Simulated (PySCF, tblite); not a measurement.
# GeH₁₂O₂Si₄: geometry, infrared bands and NMR shifts

Aim: predict the infrared bands and NMR shifts of GeH₁₂O₂Si₄ (`O[Si@]([SiH3])(O[SiH3])[GeH2][SiH3]`).

Programs: tblite 0.8.0 and PySCF 2.14.0, with density-fitted response routines of our own. Each step states its level of theory. These are calculated values for one molecule in the gas phase, unless marked as measured. Atoms are numbered from 0 throughout.

### Step 1. The starting structure

19 atoms, charge 0, multiplicity 1; geometry from: force field or distance geometry start.

Bonds of the start (Å): O0–Si1 1.71, Si1–Si2 2.24, Si1–O3 1.70, O3–Si4 1.71, Si1–Ge5 2.31, Ge5–Si6 2.30, O0–H7 0.98, Si2–H8 1.47, Si2–H9 1.46, Si2–H10 1.47, Si4–H11 1.47, Si4–H12 1.48, Si4–H13 1.46, Ge5–H14 1.54, Ge5–H15 1.57, Si6–H16 1.46, Si6–H17 1.47, Si6–H18 1.48.

### Step 2. Relaxing the molecule with GFN2-xTB

The job: settings as JSON, then the geometry in Å.

```
{"job": {"kind": "relax", "xc": "GFN2-xTB", "basis": "xTB"}, "charge": 0, "multiplicity": 1}
O     -0.838400     0.010500     1.507200
Si    -0.502800     0.591300    -0.070300
Si    -0.620600     2.829100     0.054500
O     -1.663000     0.129500    -1.222900
Si    -2.513600    -1.297200    -0.815900
Ge     1.664100     0.131500    -0.726500
Si     2.624800    -1.618400     0.410200
H     -1.046600    -0.948700     1.533700
H      0.727500     3.294200     0.394900
H     -1.540800     3.283900     1.092700
H     -0.962800     3.376100    -1.263800
H     -1.617000    -2.357500    -0.340900
H     -3.107100    -1.805400    -2.072300
H     -3.552500    -1.105200     0.185100
H      1.754500     0.001300    -2.256600
H      2.524500     1.387600    -0.347800
H      1.899600    -2.874600     0.295700
H      2.789100    -1.209500     1.812500
H      3.971500    -1.809000    -0.161800
```

Launch:

```console
$ OMP_NUM_THREADS=1 python probes_run.py task.json out
```

The driver reads the jobs from task.json and runs them one after another.

Standard output:

```text
step      E/eV     max force
  0    -631.91117    2.825
  1    -632.13385    1.923
  2    -632.28117    1.701
  3    -632.33651    0.868
  4    -632.41814    0.649
  5    -632.45020    0.554
  6    -632.48594    0.517
  7    -632.51695    0.533
  8    -632.54465    0.372
  9    -632.56418    0.359
 10    -632.57963    0.385
 11    -632.59587    0.392
 12    -632.61208    0.420
 13    -632.62468    0.320
 14    -632.63425    0.218
 15    -632.64282    0.213
 16    -632.65066    0.197
 17    -632.65665    0.182
 18    -632.66074    0.142
 19    -632.66431    0.165
 20    -632.66883    0.203
 21    -632.67442    0.178
 22    -632.68027    0.201
 23    -632.68591    0.180
 24    -632.69126    0.211
 25    -632.69621    0.206
 26    -632.70124    0.192
 27    -632.70633    0.158
 28    -632.71095    0.162
 29    -632.71533    0.156
 30    -632.71955    0.172
 31    -632.72305    0.142
 32    -632.72598    0.117
 33    -632.72890    0.142
 34    -632.73236    0.145
 35    -632.73617    0.148
 36    -632.73935    0.105
 37    -632.74142    0.079
 38    -632.74287    0.095
 39    -632.74480    0.126
 40    -632.74795    0.165
 41    -632.75170    0.167
 42    -632.75459    0.117
 43    -632.75623    0.078
 44    -632.75725    0.080
 45    -632.75851    0.119
 46    -632.76054    0.135
 47    -632.76314    0.113
 48    -632.76540    0.105
 49    -632.76674    0.109
 50    -632.76763    0.082
 51    -632.76828    0.061
 52    -632.76922    0.053
 53    -632.76992    0.064
 54    -632.77116    0.101
 55    -632.77228    0.100
 56    -632.77325    0.070
 57    -632.77378    0.038
 58    -632.77404    0.040
 59    -632.77429    0.043
 60    -632.77466    0.055
 61    -632.77522    0.058
 62    -632.77571    0.043
 63    -632.77593    0.019
 64    -632.77601    0.016
 65    -632.77605    0.016
 66    -632.77613    0.022
 67    -632.77624    0.026
 68    -632.77636    0.024
 69    -632.77645    0.022
 70    -632.77650    0.014
 71    -632.77653    0.014
 72    -632.77656    0.015
 73    -632.77662    0.025
 74    -632.77671    0.040
 75    -632.77685    0.046
 76    -632.77699    0.034
 77    -632.77707    0.014
 78    -632.77711    0.015
 79    -632.77715    0.018
 80    -632.77722    0.032
 81    -632.77735    0.044
 82    -632.77750    0.041
 83    -632.77763    0.024
 84    -632.77772    0.025
 85    -632.77779    0.021
 86    -632.77789    0.032
 87    -632.77805    0.045
 88    -632.77832    0.054
 89    -632.77866    0.051
 90    -632.77892    0.039
 91    -632.77906    0.045
 92    -632.77917    0.021
 93    -632.77927    0.024
 94    -632.77937    0.030
 95    -632.77949    0.031
 96    -632.77960    0.025
 97    -632.77969    0.016
 98    -632.77978    0.023
 99    -632.77988    0.031
100    -632.77998    0.033
101    -632.78009    0.022
102    -632.78019    0.029
103    -632.78032    0.041
104    -632.78038    0.057
105    -632.78067    0.042
106    -632.78122    0.052
107    -632.78139    0.136
108    -632.78280    0.107
109    -632.78397    0.136
110    -632.77764    0.412
111    -632.78621    0.069
112    -632.78729    0.067
113    -632.78391    0.384
114    -632.78903    0.067
115    -632.78974    0.092
116    -632.79084    0.222
117    -632.79187    0.146
118    -632.79349    0.077
119    -632.79638    0.115
120    -632.79858    0.131
121    -632.79997    0.143
122    -632.80188    0.087
123    -632.80451    0.060
124    -632.80530    0.072
125    -632.80622    0.083
126    -632.80709    0.093
127    -632.80775    0.075
128    -632.80836    0.089
129    -632.80886    0.056
130    -632.80950    0.034
131    -632.80992    0.048
132    -632.81036    0.042
133    -632.81070    0.056
134    -632.81103    0.048
135    -632.81137    0.036
136    -632.81174    0.039
137    -632.81215    0.042
138    -632.81261    0.044
139    -632.81306    0.068
140    -632.81345    0.051
141    -632.81376    0.056
142    -632.81407    0.045
143    -632.81445    0.046
144    -632.81489    0.054
145    -632.81531    0.056
146    -632.81570    0.069
147    -632.81600    0.075
148    -632.81642    0.035
149    -632.81685    0.047
150    -632.81719    0.047
151    -632.81758    0.055
152    -632.81783    0.034
153    -632.81800    0.091
154    -632.81816    0.026
155    -632.81828    0.023
156    -632.81855    0.049
157    -632.81868    0.045
158    -632.81896    0.049
159    -632.81914    0.025
160    -632.81926    0.077
161    -632.81940    0.037
162    -632.81952    0.029
163    -632.81990    0.078
164    -632.82005    0.036
165    -632.82035    0.034
166    -632.82070    0.056
167    -632.82103    0.040
168    -632.82125    0.191
169    -632.82193    0.062
170    -632.82239    0.063
171    -632.82310    0.200
172    -632.82346    0.094
173    -632.82412    0.060
174    -632.82432    0.449
175    -632.82574    0.058
176    -632.82630    0.078
177    -632.82590    0.547
178    -632.82772    0.124
179    -632.82832    0.139
180    -632.82810    0.666
181    -632.83088    0.107
182    -632.83180    0.126
183    -632.83125    0.599
184    -632.83387    0.095
185    -632.83460    0.108
186    -632.83472    0.530
187    -632.83683    0.108
188    -632.83777    0.106
189    -632.83713    0.697
190    -632.84125    0.069
191    -632.84236    0.051
192    -632.84116    0.550
193    -632.84383    0.062
194    -632.84437    0.084
195    -632.84518    0.274
196    -632.84587    0.113
197    -632.84651    0.045
198    -632.84768    0.063
199    -632.84849    0.095
200    -632.84913    0.053
201    -632.84969    0.101
202    -632.85009    0.049
203    -632.85044    0.062
204    -632.85088    0.037
205    -632.85130    0.033
206    -632.85180    0.039
207    -632.85210    0.038
208    -632.85240    0.042
209    -632.85273    0.051
210    -632.85311    0.056
211    -632.85343    0.078
212    -632.85366    0.043
213    -632.85386    0.055
214    -632.85405    0.024
215    -632.85424    0.020
216    -632.85440    0.018
217    -632.85454    0.020
218    -632.85470    0.024
219    -632.85488    0.028
220    -632.85504    0.029
221    -632.85516    0.021
222    -632.85524    0.016
223    -632.85529    0.016
224    -632.85532    0.019
225    -632.85535    0.019
226    -632.85538    0.019
227    -632.85542    0.018
228    -632.85546    0.017
229    -632.85551    0.019
230    -632.85555    0.018
231    -632.85558    0.014
232    -632.85562    0.018
233    -632.85566    0.018
234    -632.85573    0.021
235    -632.85580    0.023
236    -632.85588    0.019
237    -632.85595    0.016
238    -632.85602    0.019
239    -632.85609    0.020
240    -632.85618    0.024
241    -632.85627    0.022
242    -632.85633    0.015
243    -632.85637    0.013
244    -632.85640    0.011
245    -632.85642    0.009
```

It took 2.7 s on 1 thread of Intel Xeon 6975P-C, shared host; peak memory 0.19 GiB.

Relaxation path: (not every step is listed)

| step | energy from step 0 (eV) | largest force (eV/Å) |
| --- | --- | --- |
| 0 | 0.0000 | 2.8246 |
| 1 | -0.2227 | 1.9227 |
| 2 | -0.3700 | 1.7010 |
| 3 | -0.4253 | 0.8681 |
| 4 | -0.5070 | 0.6490 |
| 5 | -0.5390 | 0.5541 |
| 6 | -0.5748 | 0.5172 |
| 7 | -0.6058 | 0.5328 |
| 8 | -0.6335 | 0.3716 |
| 31 | -0.8119 | 0.1425 |
| 54 | -0.8600 | 0.1005 |
| 77 | -0.8659 | 0.0144 |
| 100 | -0.8688 | 0.0326 |
| 123 | -0.8933 | 0.0602 |
| 146 | -0.9045 | 0.0687 |
| 169 | -0.9108 | 0.0618 |
| 192 | -0.9300 | 0.5499 |
| 215 | -0.9431 | 0.0197 |
| 238 | -0.9448 | 0.0188 |
| 240 | -0.9450 | 0.0239 |
| 241 | -0.9451 | 0.0217 |
| 242 | -0.9452 | 0.0153 |
| 243 | -0.9452 | 0.0125 |
| 244 | -0.9452 | 0.0112 |
| 245 | -0.9452 | 0.0092 |

Close pairs (by a distance rule), those that changed most:

| bond | before (Å) | after (Å) | change (Å) |
| --- | --- | --- | --- |
| O3–Si4 | 1.710 | 1.613 | -0.097 |
| O0–Si1 | 1.714 | 1.636 | -0.079 |
| Si1–Si2 | 2.244 | 2.317 | +0.073 |
| Si1–O3 | 1.699 | 1.644 | -0.056 |
| Ge5–Si6 | 2.297 | 2.346 | +0.049 |
| Ge5–H15 | 1.569 | 1.521 | -0.048 |
| Si1–Ge5 | 2.310 | 2.340 | +0.030 |
| O0–H7 | 0.982 | 0.954 | -0.028 |

The final coordinates are the input of the step that follows.

### Step 3. Infrared spectrum with GFN2-xTB

The job: settings as JSON, then the geometry in Å.

```
{"job": {"kind": "ir", "xc": "GFN2-xTB", "basis": "xTB"}, "charge": 0, "multiplicity": 1}
O     -0.074888     0.539255     2.001505
Si    -0.365339     0.779979     0.410100
Si    -1.106000     2.921445    -0.074298
O     -1.635020    -0.189361     0.023126
Si    -2.188897    -1.319186    -0.986836
Ge     1.611141    -0.087108    -0.494746
Si     2.656834    -2.072217     0.190886
H     -0.770774     0.590542     2.652589
H     -0.012056     3.897254     0.007264
H     -2.143920     3.411748     0.848213
H     -1.678240     3.043923    -1.420208
H     -1.270233    -2.460862    -0.973860
H     -2.259391    -0.728534    -2.324371
H     -3.499966    -1.642305    -0.433118
H      1.427374    -0.139124    -2.006460
H      2.630382     1.040563    -0.453655
H      1.783035    -3.229517    -0.036769
H      2.981456    -2.031717     1.619361
H      3.904697    -2.315527    -0.541020
```

Standard output:

```text
mode    cm-1     km/mol
  1       5.0      0.02
  2      15.6      0.19
  3      26.1      0.18
  4      32.5      0.01
  5      42.6      0.48
  6      52.1      0.35
  7      56.6      0.22
  8      85.8      0.75
  9     128.7      3.78
 10     140.2      4.32
 11     186.5     39.40
 12     221.9     11.99
 13     253.6     17.38
 14     299.7     15.55
 15     319.6    102.45
 16     368.3      0.25
 17     427.4     53.40
 18     440.0     32.77
 19     445.8     11.41
 20     450.6      1.26
 21     495.4    136.40
 22     584.2      8.03
 23     606.8     51.17
 24     626.3    214.67
 25     632.1    344.92
 26     645.9    196.16
 27     759.4     20.40
 28     772.7   1271.06
 29     779.6    152.58
 30     787.0    280.67
 31     788.4    103.51
 32     791.8    133.70
 33     798.6    110.80
 34     799.4    241.84
 35     808.7    197.04
 36     833.3    205.26
 37     859.7    150.48
 38     905.1    246.66
 39    1042.0    548.65
 40    1810.2    398.00
 41    1881.2    588.96
 42    2177.7    293.78
 43    2210.0    148.37
 44    2219.0    383.13
 45    2219.5    310.55
 46    2221.4    256.11
 47    2228.0    374.89
 48    2235.8    247.41
 49    2249.5    316.12
 50    2288.0    275.23
 51    3639.3      4.29
```

It took 1.1 s on 1 thread of Intel Xeon 6975P-C, shared host; peak memory 0.19 GiB.

Which atoms move in the most intense modes:

| cm⁻¹ | km/mol | atoms |
| --- | --- | --- |
| 632 | 344.9 | H15 73 % |
| 773 | 1271.1 | H8 19 %, H9 18 %, H10 18 % |
| 1042 | 548.6 | O3 77 %, Si4 13 % |
| 1810 | 398.0 | H14 65 %, H15 34 % |
| 1881 | 589.0 | H15 65 %, H14 34 % |
| 2219 | 383.1 | H8 81 % |
| 2228 | 374.9 | H11 61 %, H10 13 % |
| 2250 | 316.1 | H12 82 %, H11 12 % |

### Step 4. NMR shieldings: PBE0/pcSseg-1

The job, as its differences from that of step 3:

```diff
@@ -1,2 +1,2 @@
-{"job": {"kind": "ir", "xc": "GFN2-xTB", "basis": "xTB"}, "charge": 0, "multiplicity": 1}
+{"job": {"kind": "nmr", "xc": "PBE0", "basis": "pcSseg-1"}, "charge": 0, "multiplicity": 1}
 O     -0.074888     0.539255     2.001505
```

With the program's defaults for keys left out, this is: GIAO PBE0/pcSseg-1 NMR shielding, non-relativistic, gas phase.

Standard output:

```text
coarse grid: 73088 points
cycle   1  E = -3391.3392237059  dE = -2.143e-01  |g| = 1.300e+00  |ddm| = 4.088e+00
cycle   2  E = -3390.9787833393  dE =  3.604e-01  |g| = 1.851e+00  |ddm| = 2.561e+00
cycle   3  E = -3391.5407147401  dE = -5.619e-01  |g| = 2.466e-01  |ddm| = 2.009e+00
cycle   4  E = -3391.5507744089  dE = -1.006e-02  |g| = 8.005e-02  |ddm| = 2.622e-01
cycle   5  E = -3391.5513896589  dE = -6.153e-04  |g| = 2.424e-02  |ddm| = 6.877e-02
cycle   6  E = -3391.5514898020  dE = -1.001e-04  |g| = 7.193e-03  |ddm| = 2.482e-02
cycle   7  E = -3391.5514972216  dE = -7.420e-06  |g| = 1.414e-03  |ddm| = 7.207e-03
final grid: 147624 points
cycle   8  E = -3391.5515214681  dE =  1.157e-07  |g| = 1.905e-03  |ddm| = 4.565e-03
cycle   9  E = -3391.5515208425  dE =  6.256e-07  |g| = 2.850e-03  |ddm| = 4.386e-03
cycle  10  E = -3391.5515220794  dE = -1.237e-06  |g| = 2.570e-04  |ddm| = 2.407e-03
cycle  11  E = -3391.5515220925  dE = -1.310e-08  |g| = 5.899e-05  |ddm| = 2.851e-04
cycle  12  E = -3391.5515220931  dE = -5.348e-10  |g| = 4.819e-06  |ddm| = 6.062e-05
converged SCF energy = -3391.5515220931

GIAO shielding tensors (ppm)
atom      isotropic    diamagn.    paramagn.     s11        s22        s33       span
  0 O      254.316     389.440    -135.125    209.850    246.473    306.624     96.774
  1 Si     329.934     879.502    -549.567    302.378    323.549    363.877     61.499
  2 Si     469.041     880.580    -411.539    457.923    464.283    484.916     26.993
  3 O      262.465     403.682    -141.216    195.105    259.096    333.194    138.088
  4 Si     393.258     880.752    -487.494    354.251    365.563    459.961    105.710
  5 Ge    1757.769    2764.159   -1006.390   1720.581   1761.560   1791.166     70.584
  6 Si     454.221     880.449    -426.228    436.411    452.104    474.149     37.738
  7 H       29.416      31.506      -2.090     22.058     23.967     42.224     20.166
  8 H       28.451      29.335      -0.883     24.761     26.858     33.735      8.975
  9 H       28.290      28.888      -0.598     25.110     25.863     33.897      8.787
 10 H       28.333      29.692      -1.360     24.909     26.788     33.301      8.393
 11 H       26.606      31.289      -4.683     22.447     26.774     30.595      8.148
 12 H       26.645      30.335      -3.690     23.232     25.153     31.549      8.316
 13 H       26.654      29.114      -2.460     22.879     24.648     32.436      9.558
 14 H       28.753      33.080      -4.327     22.352     23.822     40.085     17.733
 15 H       28.658      31.918      -3.260     21.740     23.785     40.448     18.708
 16 H       27.911      29.010      -1.098     23.703     26.438     33.593      9.891
 17 H       27.870      28.578      -0.708     23.753     25.944     33.914     10.161
 18 H       27.929      28.244      -0.315     23.886     25.316     34.586     10.700
```

It took 40 s on 1 thread of Intel Xeon 6975P-C, shared host; peak memory 1.1 GiB.

Shifts follow as δ = σ(reference) − σ, with reference shieldings (ppm) from runs at the same level and on the same kind of geometry: 1H TMS 31.72, 29Si TMS 349.2, 17O H2O 336.1, 73Ge GeMe4 1331. The references are single molecules in the gas phase, so shifts against H2O, NH3, PH3, H3PO4 or CFCl3 are not on the usual liquid scales and can be off by tens of ppm. Atoms listed in one row are averaged.

| atoms | environment | σ (ppm) | δ (ppm) |
| --- | --- | --- | --- |
| H11, H12, H13 | hydrogen on a silicon bonded to O | 26.63 | 5.08 |
| H16, H17, H18 | hydrogen on a silicon bonded to Ge | 27.90 | 3.81 |
| H8, H9, H10 | hydrogen on a silicon bonded to Si | 28.36 | 3.36 |
| H15 | hydrogen on a germanium bonded to 2 Si | 28.66 | 3.06 |
| H14 | hydrogen on a germanium bonded to 2 Si | 28.75 | 2.96 |
| H7 | hydrogen on an oxygen bonded to Si | 29.42 | 2.30 |
| O0 | oxygen bonded to Si, H | 254.3 | 81.8 |
| O3 | oxygen bonded to 2 Si | 262.5 | 73.6 |
| Si1 | silicon bonded to Ge, 2 O, Si | 329.9 | 19.2 |
| Si4 | silicon bonded to O, 3 H | 393.3 | -44.1 |
| Si6 | silicon bonded to Ge, 3 H | 454.2 | -105.1 |
| Si2 | silicon bonded to Si, 3 H | 469.0 | -119.9 |
| Ge5 | germanium bonded to 2 Si, 2 H | 1758 | -427 |

Charges from the same density, by scheme (e):

| atoms | Mulliken | IAO | Hirshfeld | ESP fit |
| --- | --- | --- | --- | --- |
| O0 | -0.54 | -0.79 | -0.31 | -0.69 |
| Si1 | 0.99 | 1.00 | 0.33 | 0.59 |
| Si2 | 0.15 | 0.23 | 0.20 | 0.09 |
| O3 | -0.75 | -0.89 | -0.31 | -0.46 |
| Si4 | 0.73 | 0.88 | 0.38 | 0.60 |
| Ge5 | -0.56 | -0.01 | 0.12 | 0.05 |
| Si6 | 0.42 | 0.34 | 0.23 | 0.28 |

Mayer bond orders: O0–Si1 1.06, Si1–Si2 0.88, Si1–O3 0.87, O3–Si4 0.93, Si1–Ge5 0.80, Ge5–Si6 0.89.

### Step 5. Summary of results

| quantity | value |
| --- | --- |
| strongest single infrared mode (GFN2-xTB) | 773 cm⁻¹, 1271 km/mol |
| zero-point energy (GFN2-xTB) | 65.3 kcal/mol |
| 1H shifts against TMS (PBE0/pcSseg-1, means over atoms taken as alike) | 5.08, 3.81, 3.36, 3.06, 2.96, 2.30 ppm |
| 17O shifts against H2O (PBE0/pcSseg-1) | 81.8, 73.6 ppm |
| 29Si shifts against TMS (PBE0/pcSseg-1) | 19.2, -44.1, -105.1, -119.9 ppm |
| 73Ge shifts against GeMe4 (PBE0/pcSseg-1) | -427 ppm |

In words: The optimisation took 245 steps and gained 0.945 eV; among the close pairs (by a distance rule), O3–Si4 changed most, from 1.710 to 1.613 Å. All 51 modes are real, so the xTB geometry is a minimum. The strongest single mode, at 773 cm⁻¹, has its largest shares on H8, H9 and H10 (the list is cut at 3 atoms). Unscaled tight-binding wavenumbers are off by several per cent, some by more. Its intensities can rank the bands wrongly. At PBE0/pcSseg-1: The widest tensor belongs to O3: span 138 ppm, with a paramagnetic part of -141 ppm. Spin-orbit coupling is left out, which matters for shieldings and couplings at and beside the heavy atoms.
